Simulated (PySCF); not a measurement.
# BiSF: a change of charge

Aim: at the relaxed geometry of BiSF, try a change of charge. The species was built from a template and needn't be a known compound.

Method: PBE0, Bi def2-SVP with ECP60, S def2-SVP, F def2-SVP; scalar-relativistic core potentials, no spin–orbit coupling; program: PySCF 2.14.0.

1 further run of the same task is left out (for a known fault of the program).

### Step 1. Where the work starts

3 atoms, charge 0, spin multiplicity 1.

Bond lengths: Bi1–S2 2.305 Å, Bi1–F3 2.051 Å. Angles: S2–Bi1–F3 103.9°.

Coordinates:

```
Bi   -0.1201    0.0000   -0.4924
S     1.7229    0.0000    0.8913
F    -1.7094    0.0000    0.8041
```

Formal oxidation states: Bi +3. An earlier session relaxed this geometry at PBE0, Bi def2-SVP with ECP60, S def2-SVP, F def2-SVP (singlet, point group Cs).

Its energy there is -712.256719 Eh.

### Step 2. One electron removed, multiplicity 2

File run.py (the lines that set the calculation):

```python
mol = gto.M(atom='''
Bi    -0.12008     0.00000    -0.49235
S      1.72292     0.00000     0.89126
F     -1.70938     0.00000     0.80411''',
    basis={'Bi': 'def2-SVP', 'S': 'def2-SVP', 'F': 'def2-SVP'},
    ecp={'Bi': 'def2-SVP'},
    charge=1, spin=1)
mf = dft.UKS(mol, xc='PBE0')
mf.grids.atom_grid = (50, 194)
mf = mf.density_fit()  # fitting sets: Bi def2-universal-JKFIT, S def2-universal-JKFIT, F def2-universal-JKFIT
mf.conv_tol = 1e-08; mf.max_cycle = 55
mf.kernel(dm0)  # dm0: the density of the relaxed state
```

On the command line:

```
OMP_NUM_THREADS=2 python run.py
```

Log:

```text
init E= -712.265609878626
  HOMO = -0.270546608783  LUMO = -0.259718678218  gap/eV = 0.29464
cycle= 1 E= -711.86018920788  delta_E= 0.405  |g|= 0.25  |ddm|= 0.728
  HOMO = -0.568929629106  LUMO = -0.523191930864  gap/eV = 1.24459
cycle= 2 E= -711.756682314213  delta_E= 0.104  |g|= 0.445  |ddm|= 0.962
  HOMO = -0.545321079787  LUMO = -0.443693390174  gap/eV = 2.76543
cycle= 3 E= -711.907143535023  delta_E= -0.15  |g|= 0.133  |ddm|= 0.677
  HOMO = -0.536430436339  LUMO = -0.429185331588  gap/eV = 2.91829
cycle= 4 E= -711.912655481989  delta_E= -0.00551  |g|= 0.0525  |ddm|= 0.128
  HOMO = -0.533224792605  LUMO = -0.421480103576  gap/eV = 3.04073
cycle= 5 E= -711.913845942951  delta_E= -0.00119  |g|= 0.0187  |ddm|= 0.0724
  HOMO = -0.533158801643  LUMO = -0.419164081576  gap/eV = 3.10195
cycle= 6 E= -711.914098803216  delta_E= -0.000253  |g|= 0.00263  |ddm|= 0.0298
  HOMO = -0.532878673906  LUMO = -0.418726416792  gap/eV = 3.10624
cycle= 7 E= -711.914132569705  delta_E= -3.38e-05  |g|= 0.00155  |ddm|= 0.0141
  HOMO = -0.53270829774  LUMO = -0.418613438456  gap/eV = 3.10468
cycle= 8 E= -711.914144916961  delta_E= -1.23e-05  |g|= 0.000795  |ddm|= 0.00935
  HOMO = -0.532533177821  LUMO = -0.418629746759  gap/eV = 3.09947
cycle= 9 E= -711.914149543136  delta_E= -4.63e-06  |g|= 0.000163  |ddm|= 0.00846
  HOMO = -0.532512049849  LUMO = -0.418631193342  gap/eV = 3.09886
cycle= 10 E= -711.914149738688  delta_E= -1.96e-07  |g|= 7.17e-05  |ddm|= 0.00152
  HOMO = -0.532511615375  LUMO = -0.418627505799  gap/eV = 3.09894
cycle= 11 E= -711.914149768167  delta_E= -2.95e-08  |g|= 2.96e-05  |ddm|= 0.000571
  HOMO = -0.532514962927  LUMO = -0.418625620388  gap/eV = 3.09909
cycle= 12 E= -711.914149773176  delta_E= -5.01e-09  |g|= 1.25e-05  |ddm|= 0.000228
  HOMO = -0.532517591044  LUMO = -0.418627171876  gap/eV = 3.09912
Extra cycle  E= -711.914149773645  delta_E= -4.7e-10  |g|= 9.62e-06  |ddm|= 4.77e-05
converged SCF energy = -711.914149773645  <S^2> = 0.76217463  2S+1 = 2.0121378
```

Run time: 0.7 s. Hardware: 2 threads of Intel Xeon 6975P-C (Granite Rapids), shared host.

Read off: E = -711.914150 Eh (+9.322 eV from the relaxed state), HOMO -14.49 eV, LUMO -11.39 eV (over both spins), ⟨S²⟩ = 0.762, Mulliken charge on Bi1 +1.23 e. 

### Step 3. One electron added, multiplicity 2

Changes to run.py (the lines that set the calculation) since step 2:

```diff
@@ -6,3 +6,3 @@
     ecp={'Bi': 'def2-SVP'},
-    charge=1, spin=1)
+    charge=-1, spin=1)
 mf = dft.UKS(mol, xc='PBE0')
```

On the command line:

```
OMP_NUM_THREADS=2 python run.py
```

Log:

```text
init E= -712.264898904692
  HOMO = -0.134955679445  LUMO = -0.128966563138  gap/eV = 0.16297
cycle= 1 E= -712.294582742227  delta_E= -0.0297  |g|= 0.137  |ddm|= 0.968
  HOMO = 0.0551438047331  LUMO = 0.143173975608  gap/eV = 2.39542
cycle= 2 E= -712.304002207227  delta_E= -0.00942  |g|= 0.105  |ddm|= 0.581
  HOMO = 0.0298466909258  LUMO = 0.119515343056  gap/eV = 2.44001
cycle= 3 E= -712.309818808125  delta_E= -0.00582  |g|= 0.0288  |ddm|= 0.192
  HOMO = 0.02729192046  LUMO = 0.117837204142  gap/eV = 2.46386
cycle= 4 E= -712.310019461405  delta_E= -0.000201  |g|= 0.0165  |ddm|= 0.033
  HOMO = 0.0259423230812  LUMO = 0.117101146208  gap/eV = 2.48056
cycle= 5 E= -712.310119900536  delta_E= -0.0001  |g|= 0.00304  |ddm|= 0.0164
  HOMO = 0.0257985844686  LUMO = 0.117138914863  gap/eV = 2.48550
cycle= 6 E= -712.310123708075  delta_E= -3.81e-06  |g|= 0.00197  |ddm|= 0.00719
  HOMO = 0.0257807103251  LUMO = 0.117214305091  gap/eV = 2.48803
cycle= 7 E= -712.310126958693  delta_E= -3.25e-06  |g|= 0.000666  |ddm|= 0.00393
  HOMO = 0.025787881299  LUMO = 0.11726088605  gap/eV = 2.48911
cycle= 8 E= -712.310127388558  delta_E= -4.3e-07  |g|= 0.000155  |ddm|= 0.00127
  HOMO = 0.0257931374254  LUMO = 0.117271473956  gap/eV = 2.48925
cycle= 9 E= -712.31012744005  delta_E= -5.15e-08  |g|= 2.64e-05  |ddm|= 0.000676
  HOMO = 0.0257928994321  LUMO = 0.117269260606  gap/eV = 2.48920
cycle= 10 E= -712.31012744184  delta_E= -1.79e-09  |g|= 8.73e-06  |ddm|= 0.000125
  HOMO = 0.0257930746761  LUMO = 0.117268903193  gap/eV = 2.48918
Extra cycle  E= -712.310127441877  delta_E= -3.67e-11  |g|= 1.02e-05  |ddm|= 3.14e-05
converged SCF energy = -712.310127441877  <S^2> = 0.75233007  2S+1 = 2.0023287
```

It took 0.6 s on 2 threads of Intel Xeon 6975P-C (Granite Rapids), shared host.

Result: E = -712.310127 Eh (-1.453 eV from the relaxed state), HOMO 0.70 eV, LUMO 3.19 eV (over both spins), ⟨S²⟩ = 0.752, Mulliken charge on Bi1 +0.20 e. The highest filled level lies above zero; it isn't the detachment energy.

### Step 4. Results

| state | energy from the relaxed state (eV) | ⟨S²⟩ | time |
| --- | --- | --- | --- |
| charge 0, singlet, vacuum (relaxed) | 0 | 0.00 |  |
| charge -1, doublet, vacuum | -1.45 | 0.75 | 0.6 s |
| charge +1, doublet, vacuum | 9.32 | 0.76 | 0.7 s |

An electron taken off or put on is at rest in vacuum. 

Removing an electron vertically costs 9.32 eV (doublet), against −HOMO = 7.22 eV. Adding an electron vertically releases 1.45 eV (doublet). These are double-zeta-type bases without diffuse functions. Spin–orbit coupling is left out.
